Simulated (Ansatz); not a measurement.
# GeH5SSi radical: basis-set convergence

An exercise on one series of results from a longer session: the logs are not shown, and one member is left open.

Program: Ansatz 0.2.0, Gaussian basis. Level of theory: one geometry, several basis sets. These are calculated values, not measurements.

The runs, in order: PBE0-D4/def2-SVP; ωB97M-V/def2-SVP; PBE0-D4/def2-QZVPP; ωB97M-V/def2-QZVPP; the functionals' def2-TZVPP values are taken from earlier runs.

**The relaxed structure**

All runs share one geometry, relaxed beforehand with PBE0-D4 in a triple-zeta def2 set.

SMILES `[SiH2][S][GeH3]`, 8 atoms, charge 0, spin multiplicity 2.

Atoms are counted from 1 here; the program's logs count them from 0.

Bond lengths: Si1–S2 2.124 Å, Si1–H4 1.493 Å, Si1–H5 1.489 Å, S2–Ge3 2.231 Å, Ge3–H6 1.535 Å, Ge3–H7 1.533 Å, Ge3–H8 1.536 Å. Angles: S2–Si1–H4 111.2°, S2–Si1–H5 106.6°, H4–Si1–H5 110.5°, Si1–S2–Ge3 98.6°, S2–Ge3–H6 109.7°, S2–Ge3–H7 105.3°, S2–Ge3–H8 109.3°, H6–Ge3–H7 111.0°, H6–Ge3–H8 110.3°, H7–Ge3–H8 111.2°.

Set-up of the first run:

in.yaml

```yaml
crystal:
  periodic: [false, false, false]
  atoms:
    - {symbol: Si, position_ang: [-0.878028, 1.488249, -0.661991]}
    - {symbol: S, position_ang: [1.044624, 0.591073, -0.762468]}
    - {symbol: Ge, position_ang: [0.739675, -1.018409, 0.752530]}
    - {symbol: H, position_ang: [-1.958602, 0.475678, -0.855704]}
    - {symbol: H, position_ang: [-0.926320, 2.513676, -1.739977]}
    - {symbol: H, position_ang: [0.538864, -0.391747, 2.139255]}
    - {symbol: H, position_ang: [2.019515, -1.860524, 0.710061]}
    - {symbol: H, position_ang: [-0.487427, -1.855094, 0.362694]}
basis:
  gaussian: {orbitals: def2-SVP}
magnetization: {spin_polarized: true, initial_magnetization: 1}
hamiltonian: {xc: pbe0, dispersion: d4}
output: {orbitals: {seedname: orbitals}}
```

Steps of the session up to this table: PBE0-D4 in def2-SVP; ωB97M-V in def2-SVP; PBE0-D4 in def2-QZVPP; ωB97M-V in def2-QZVPP.

One table of the session follows, with a row left open; its other results are not shown here.

It belongs to the step «Density functionals: the series». 

```
functional       basis  HOMO (eV)  LUMO (eV)
   PBE0-D4    def2-SVP      -5.91      -2.48
   PBE0-D4  def2-TZVPP      -5.95      -2.51
   PBE0-D4  def2-QZVPP          ?          ?
   ωB97M-V    def2-SVP      -7.63      -0.81
   ωB97M-V  def2-TZVPP      -7.70      -0.93
   ωB97M-V  def2-QZVPP      -7.72      -0.99
```

**Question.** Estimate the row for PBE0-D4, def2-QZVPP.

**Answer.** HOMO (eV): -5.96; LUMO (eV): -2.54. In the column «HOMO (eV)» it lies between ωB97M-V, def2-SVP (-7.63) and PBE0-D4, def2-TZVPP (-5.95).
